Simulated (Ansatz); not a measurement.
# Ti2WC3: the cost of one run

Method: DFT PBE, scalar-relativistic, plane waves, PAW, in Ansatz 0.2.0.

3 further runs of the same task are left out: 2 that didn't finish, 1 set aside as unsound or not needed.

## 1. The system as given

Symmetry: P-3m1, No. 164, trigonal system. Conventional cell: a = 3.068 Å, b = 3.068 Å, c = 7.537 Å, α = 90.00°, β = 90.00°, γ = 120.00°. Ti (site symmetry 3m) is surrounded by 6 C at 2.17 Å. W (site symmetry -3m) has 6 C at 2.18 Å as nearest neighbours. C (site symmetry 3m) has 3 Ti at 2.17 Å and 3 W at 2.18 Å as nearest neighbours. Around C (site symmetry -3m) lie 6 Ti at 2.17 Å.

Coordinates:

```cif
data_structure
_symmetry_space_group_name_H-M 'P 1'
_symmetry_Int_Tables_number 1
_cell_length_a 3.0677
_cell_length_b 3.0677
_cell_length_c 7.5374
_cell_angle_alpha 90.000
_cell_angle_beta 90.000
_cell_angle_gamma 120.000
_cell_volume 61.43
loop_
_atom_site_label
_atom_site_type_symbol
_atom_site_fract_x
_atom_site_fract_y
_atom_site_fract_z
_atom_site_occupancy
Ti1 Ti 0.33333 0.66667 0.66599 1
Ti2 Ti 0.66667 0.33333 0.33401 1
W1 W 0.00000 0.00000 0.00000 1
C1 C 0.66667 0.33333 0.83250 1
C2 C 0.00000 0.00000 0.50000 1
C3 C 0.33333 0.66667 0.16750 1
```

The cell was relaxed beforehand at this level, from a generated guess; it needn't be the stable form of this composition. At a tolerance of 0.05 Å it has space group P-3m1 (No. 164); it has 10.24 Å³/atom, an uncorrected energy of -0.57 eV/atom over the elements.

## 2. Electronic structure at the relaxed geometry

input.yaml reads:

```yaml
crystal:
  lattice:
    - [3.0676673311, 0.0, 0.0]
    - [-1.5338336656, 2.6566778391, 0.0]
    - [0.0, 0.0, 7.5374024039]
  atoms:
    - { symbol: Ti, position: [0.3333333333, 0.6666666667, 0.6659903403] }
    - { symbol: Ti, position: [0.6666666667, 0.3333333333, 0.3340096597] }
    - { symbol: W, position: [0.0, 0.0, 0.0] }
    - { symbol: C, position: [0.6666666667, 0.3333333333, 0.8325019839] }
    - { symbol: C, position: [0.0, 0.0, 0.5] }
    - { symbol: C, position: [0.3333333333, 0.6666666667, 0.1674980161] }
basis:
  ecutwfc: 420
kpoints:
  mp_grid: { grid: [12, 12, 6] }
  band_path:
    path:
      - [[0.0, 0.0, 0.0], [0.5, 0.0, 0.0], [0.33333333, 0.33333333, 0.0], [0.0, 0.0, 0.0], [0.0, 0.0, 0.5], [0.5, 0.0, 0.5], [0.33333333, 0.33333333, 0.5], [0.0, 0.0, 0.5]]
      - [[0.5, 0.0, 0.5], [0.5, 0.0, 0.0]]
      - [[0.33333333, 0.33333333, 0.5], [0.33333333, 0.33333333, 0.0]]
    npoints: 14
hamiltonian:
  xc: pbe
scf:
  occupations: { method: gaussian, width: 0.1 }
  n_extra_bands: 15
output:
  forces: true
  stress: true
  eigenvalues: true
  populations: true
  dos: { projected: true, de: 0.02, nscf_kmesh: { grid: [15, 15, 8] } }
  bader: true
  write_density: true
  write_potential: true
  elf: true
  volumetric_format: npy
```

Launch:

```console
$ ansatz run input.yaml --threads 1 --pin off --max-ram 2560MiB --backend cpu --events-out ev --progress --plain --runs-dir out
```

**Question.** How long does this run take on 1 thread of Intel Xeon Platinum 8259CL at 2.50GHz (Skylake/Cascade Lake), shared host, and how much memory does it need?

About 2.3 min, with a peak of 0.61 GiB.
